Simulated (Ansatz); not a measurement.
**RuC (quintet): from Hartree-Fock to the top rungs, def2-QZVPP**

An exercise on one series of results from a longer session: the logs are not shown, and one member is left open.

The runs use Ansatz 0.2.0, Gaussian basis; def2-QZVPP, core rule «outside noble gas», up to 5 orbitals frozen.

The runs, in order: UHF; ROHF; CCSD(T) on UHF.

2 further runs of the same task are left out: 2 set aside as unsound or not needed.

**The geometry**

The geometry is a PBE0/def2-TZVP stationary point (not a proven minimum) of the parent state, kept for this charge and spin. No spin-orbit coupling is included. Elements past krypton take def2 core potentials.

2 atoms, charge 0, spin multiplicity 5.

Atoms are counted from 1 here; the program's logs count them from 0.

Bond lengths: Ru1–C2 1.605 Å.

Coordinates:

```xyz
2
CRu
Ru    0.0000    0.0000    0.0000
C     0.0000    0.0000    1.6054
```

Set-up of the first run:

in.yaml reads:

```yaml
crystal:
  periodic: [false, false, false]
  atoms:
    - {symbol: Ru, position_ang: [0.000000, 0.000000, 0.000000]}
    - {symbol: C, position_ang: [0.000000, 0.000000, 1.605400]}
basis:
  gaussian: {orbitals: "def2-QZVPP.json"}
magnetization: {spin_polarized: true, initial_magnetization: 4}
hamiltonian: {xc: hf}
output: {orbitals: {seedname: orbitals}}
```

Run with:

```sh
ansatz run in.yaml --threads 1 --pin off --events-out ev --progress --plain --max-ram 4096MiB --backend cpu
```

Among the steps run: UHF; ROHF; CCSD(T) on UHF.

One table of the session follows, with a row left open; its other results are not shown here.

It belongs to the step «Misses and costs». 

| method | from UCCSD(T) (kcal/mol) |
| --- | --- |
| ROHF | +283.41 |
| UHF | +274.67 |
| UMP2 | +7.61 |
| UCCSD | ? |
| UCCSD(T) | 0 |

Estimate the missing values for UCCSD.

As computed: from UCCSD(T) (kcal/mol): +18.11. In the column «from UCCSD(T) (kcal/mol)» it lies between UMP2 (+7.61) and UHF (+274.67).
